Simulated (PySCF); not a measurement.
**TlPb+: from the state search to spectroscopic constants**

An exercise on one series of results from a longer session: the logs are not shown, and one member is left open.

The runs use PySCF 2.14.0; Tl cc-pVDZ-PP with ECP60, Pb cc-pVDZ-PP with ECP60, scalar-relativistic core potentials.

The first run:

The job is set up so:

* atoms: Tl, Pb
* charge: 1
* basis: Tl cc-pVDZ-PP with ECP60, Pb cc-pVDZ-PP with ECP60
* Hamiltonian: scalar-relativistic core potentials
* basis functions: 46
* electrons treated: 42
* masses in u: 204.9744, 207.9766
* levels: PBE0, PBE, r²SCAN, B2PLYP, BP86, BHandHLYP, CAM-B3LYP, HF, MP2, SCS-MP2, CCSD, CCSD(T)
* grid: 80 radial by 434 angular points
* occupations: held fixed by the projection of orbital angular momentum
* dissociation limit: Tl+ + Pb, each in its ground configuration
* starting distance in angstrom: 2.925
* values of 2S to try: 0, 2

Run with:

```bash
$ OMP_NUM_THREADS=1 python dia.py task.json out
```

Among the steps run: Input; First curve: PBE0; Other states along the same grid; PBE (GGA); r²SCAN; B2PLYP (double hybrid); BP86 (GGA); BHandHLYP (global hybrid GGA); CAM-B3LYP; UHF; Adding correlation.

One table of the session follows, with a row left open; its other results are not shown here.

It belongs to the step «The curves together». Energy (eV) from each level's lowest point:

| R (Å) | UHF | UHF-MP2 | UHF-SCS-MP2 | UHF-CCSD | UHF-CCSD(T) |
| --- | --- | --- | --- | --- | --- |
| 2.942 | 0.427 | 0.288 | 0.327 | n/a | n/a |
| 3.079 | 0.233 | 0.131 | 0.159 | 0.149 | 0.139 |
| 3.216 | 0.113 | 0.046 | 0.063 | 0.055 | 0.049 |
| 3.318 | 0.058 | 0.013 | 0.024 | 0.018 | 0.014 |
| 3.421 | ? | ? | ? | ? | ? |
| 3.524 | 0.006 | 0.001 | 0.000 | 0.000 | 0.001 |
| 3.660 | 0.000 | 0.019 | 0.011 | 0.014 | 0.018 |
| 3.832 | 0.013 | 0.057 | 0.041 | 0.050 | 0.056 |
| 4.037 | 0.047 | 0.116 | 0.093 | 0.107 | 0.116 |
| 4.311 | 0.107 | 0.204 | 0.172 | n/a | n/a |

Estimate the missing values for R (Å) = 3.421.

Worked estimate for «UHF». A straight line through the neighbours (3.318, 0.058) and (3.524, 0.006) gives 0.058 + (0.006 − 0.058) × (3.421 − 3.318) / (3.524 − 3.318) = 0.032; a parabola fitted to 4 rows on both sides gives 0.024.

The run gave: UHF: 0.024; UHF-MP2: 0.000; UHF-SCS-MP2: 0.005; UHF-CCSD: 0.002; UHF-CCSD(T): 0.000. In «UHF» the line misses by +0.008 and the parabola by 0.000.
